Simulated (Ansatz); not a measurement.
# BH2I: the cost of one run

Method: the settings change from run to run; program: Ansatz 0.2.0, Gaussian basis.

## (1) The molecule

The geometry comes from an earlier relaxation with PBE0-D4 in a triple-zeta def2 set; it is a stationary point. I takes a core potential in def2 sets; no spin-orbit term is included.

SMILES `BI`, 4 atoms, charge 0, spin multiplicity 1.

Atoms are counted from 1 here; the program's logs count them from 0.

Bond lengths: B1–I2 2.099 Å, B1–H3 1.188 Å, B1–H4 1.188 Å. Angles: I2–B1–H3 117.7°, I2–B1–H4 117.7°, H3–B1–H4 124.5°.

## (2) wPBEh/ANO-RCC-VTZP

Set apart from the defaults: unrestricted orbitals, a point charge of -1.00 e beside it, the search for lower states set to full.

Input file in.yaml:

```yaml
crystal:
  periodic: [false, false, false]
  atoms:
    - {symbol: B, position_ang: [-0.199309, 0.033806, -0.122535]}
    - {symbol: I, position_ang: [1.603091, -0.379509, 0.870489]}
    - {symbol: H, position_ang: [-1.138278, -0.648932, 0.128817]}
    - {symbol: H, position_ang: [-0.210003, 0.934334, -0.897071]}
basis:
  gaussian: {orbitals: ANO-RCC-VTZP, point_charges: [{charge: -1.00, position_ang: [5.383, -0.751, -0.303]}]}
magnetization: {spin_polarized: true, initial_magnetization: 0}
hamiltonian: {xc: {name: wPBEh}}
scf: {lower_state_search: full}
output: {forces: true}
```

On the command line:

```console
> ansatz run in.yaml --threads 4 --pin off --events-out ev --progress --plain --max-ram 10444MiB
```

What time and memory should one allow on 4 threads of Arm Neoverse V1, shared host?

About 8 s, with a peak of 0.35 GiB.
